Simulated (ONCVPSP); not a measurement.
# Pb: the cost of one run

Program: ONCVPSP 4.0.1. Reference atom: PBE, scalar-relativistic, spherical and spin-unpolarised. All values are calculated.

## 1. The design

Typed settings, in words:

- element: lead (Pb, Z = 82)
- type: optimised norm-conserving Vanderbilt (ONCV)
- frozen core: [Kr] 4d10 4f14
- valence charge: 22
- reference configuration: 5s2 5p6 5d10 6s1.5 6p2.5
- partial waves: 5s+6s: rc 1.35 bohr, ncon 5, nbas 9, qcut 7.9 1/bohr, 2 projectors; 5p+6p: rc 1.30 bohr, ncon 4, nbas 8, qcut 8.8 1/bohr, 2 projectors; 5d: rc 1.95 bohr, ncon 4, nbas 8, qcut 9.8 1/bohr, 1 projector
- local potential: polynomial inside 1.15 bohr (lpopt 5, dvloc0 -1 Ha)
- core correction: not asked for

An earlier all-electron run gives the scale for the radii.

All-electron outer shells of the reference configuration (PBE, scalar-relativistic, ld1.x):

```tsv
shell	level (eV)	outermost node (bohr)	outermost maximum (bohr)
4d	-403.02	0.19	0.39
5s	-145.09	0.45	0.79
4f	-133.82	–	0.35
5p	-86.76	0.49	0.88
5d	-22.04	0.52	1.07
6s	-12.61	1.01	1.95
6p	-3.87	1.18	2.63
```

## 2. Generation

The input, Pb.dat:

```
# ATOM AND REFERENCE CONFIGURATION
# atsym  z   nc   nv     iexc    psfile
  Pb 82.00   10    5        4      upf
#
#   n    l    f
    1    0    2.00
    2    0    2.00
    2    1    6.00
    3    0    2.00
    3    1    6.00
    3    2   10.00
    4    0    2.00
    4    1    6.00
    4    2   10.00
    4    3   14.00
    5    0    2.00
    5    1    6.00
    5    2   10.00
    6    0    1.50
    6    1    2.50
#
# PSEUDOPOTENTIAL AND OPTIMIZATION
# lmax
    2
#
#   l,   rc,      ep,       ncon, nbas, qcut
    0    1.35    0.00    5    9    7.90
    1    1.30    0.00    4    8    8.80
    2    1.95    0.00    4    8    9.80
#
# LOCAL POTENTIAL
# lloc, lpopt,  rc(5),   dvloc0
    4    5    1.15   -1.00
#
# VANDERBILT-KLEINMAN-BYLANDER PROJECTORs
# l, nproj, debl
    0    2    1.90
    1    2    3.10
    2    1    3.30
#
# MODEL CORE CHARGE
# icmod, fcfact, rcfact
    0    0.00    0.00
#
# LOG DERIVATIVE ANALYSIS
# epsh1, epsh2, depsh
   -7.00    5.00    0.04
#
# OUTPUT GRID
# rlmax, drl
    6.00    0.01
#
# TEST CONFIGURATIONS
# ncnf
    4
# nvcnf
#   n    l    f
    5
    5    0    2.00
    5    1    6.00
    5    2   10.00
    6    0    2.00
    6    1    2.00
#
    5
    5    0    2.00
    5    1    6.00
    5    2   10.00
    6    0    2.00
    6    1    1.00
#
    5
    5    0    2.00
    5    1    6.00
    5    2   10.00
    6    0    2.00
    6    1    0.00
#
    5
    5    0    2.00
    5    1    6.00
    5    2    9.00
    6    0    2.00
    6    1    2.00
#
```

Command:

```console
$ oncvpsp.x < Pb.dat > Pb.out
```

**Question.** How long does this run take on 1 thread of AMD EPYC 9R14, shared host?

About 4.1 s.
